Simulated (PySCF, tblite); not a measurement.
# C₃H₆BBrO: geometry, infrared bands, NMR shifts and spin-spin couplings

Wanted: the infrared bands, NMR shifts and spin-spin couplings of C₃H₆BBrO (`C=CCOBBr`), by calculation.

Computed with tblite 0.8.0 and PySCF 2.14.0, with density-fitted response routines of our own, on a single molecule in the gas phase. Atoms count from 0, in the outputs and in this text.

## 1. The molecule as given

12 atoms, charge 0, multiplicity 1; geometry from: force field or distance geometry start.

Bonds of the start (Å): C0–C1 1.34, C1–C2 1.51, C2–O3 1.37, O3–B4 1.46, B4–Br5 2.00, C0–H6 1.11, C0–H7 1.07, C1–H8 1.08, C2–H9 1.11, C2–H10 1.12, B4–H11 1.21.

## 2. Geometry optimisation with GFN2-xTB

Job settings and geometry (Å):

```
{"job": {"kind": "relax", "xc": "GFN2-xTB", "basis": "xTB"}, "charge": 0, "multiplicity": 1}
C     -2.036000     0.158800    -0.417600
C     -1.149700     0.871200     0.285200
C      0.266300     0.361000     0.386300
O      0.472800    -0.804500    -0.312800
B      1.842400    -1.300300    -0.208100
Br     3.316700    -0.099200     0.396500
H     -3.080000     0.524800    -0.492600
H     -1.743300    -0.746100    -0.908200
H     -1.464600     1.779600     0.785600
H      0.536200     0.236800     1.455100
H      0.915500     1.189300    -0.004100
H      2.124900    -2.172100    -0.991500
```

Command:

```bash
$ OMP_NUM_THREADS=1 python probes_run.py task.json out
```

This one command runs all jobs of the session in turn.

**Question.** This job is followed by: GFN2-xTB harmonic vibrations, gas phase; GIAO PBE0/pcSseg-1 NMR shielding, non-relativistic, gas phase; B3LYP/pcJ-1 Br:pcSseg-1 indirect spin-spin coupling, non-relativistic, gas phase. Predict these results of the whole session: strongest single infrared mode (GFN2-xTB); zero-point energy (GFN2-xTB); ¹³C shifts against TMS (PBE0/pcSseg-1); ¹H shifts against TMS (PBE0/pcSseg-1, means over atoms taken as alike); ¹⁷O shifts against H2O (PBE0/pcSseg-1); ¹¹B shifts against BF3·OEt2 (PBE0/pcSseg-1); ⁷⁹Br shifts against HBr (PBE0/pcSseg-1); largest coupling of the table (B3LYP/pcSseg-1+pcJ-1).

As calculated:

| quantity | value |
| --- | --- |
| strongest single infrared mode (GFN2-xTB) | 1359 cm⁻¹, 281 km/mol |
| zero-point energy (GFN2-xTB) | 54.4 kcal/mol |
| ¹³C shifts against TMS (PBE0/pcSseg-1) | 140.3, 120.9, 72.1 ppm |
| ¹H shifts against TMS (PBE0/pcSseg-1, means over atoms taken as alike) | 6.17, 6.14, 5.70, 5.66, 4.98 ppm |
| ¹⁷O shifts against H2O (PBE0/pcSseg-1) | 201.2 ppm |
| ¹¹B shifts against BF3·OEt2 (PBE0/pcSseg-1) | 38.1 ppm |
| ⁷⁹Br shifts against HBr (PBE0/pcSseg-1) | 286 ppm |
| largest coupling of the table (B3LYP/pcSseg-1+pcJ-1) | ¹J(B,H) B4–H11, 201.4 Hz |

In words: The optimisation took 45 steps and gained 0.847 eV; among the close pairs (by a distance rule), O3–B4 changed most, from 1.460 to 1.308 Å. The lowest mode is imaginary (24i cm⁻¹), so the xTB geometry is not a minimum. The strongest single mode, at 1359 cm⁻¹, is carried by B4, O3, H9, H10. GFN2-xTB is a fitted tight-binding method: band positions and strengths are rough. Its intensities can rank the bands wrongly. The most deshielded carbon is C1 (alkene CH), at 140.3 ppm: the olefinic region. At PBE0/pcSseg-1: The largest span, 902 ppm, is at Br5, where the paramagnetic term is -790 ppm. Of the pairs tabulated at B3LYP/pcSseg-1+pcJ-1, B4–H11 couples most strongly (201.4 Hz; Fermi contact 200.5 Hz). Couplings across rotatable bonds belong to this one conformer; where others are populated, the observed values are averages. Spin-orbit coupling is left out, which matters for shieldings and couplings at and beside the heavy atoms.
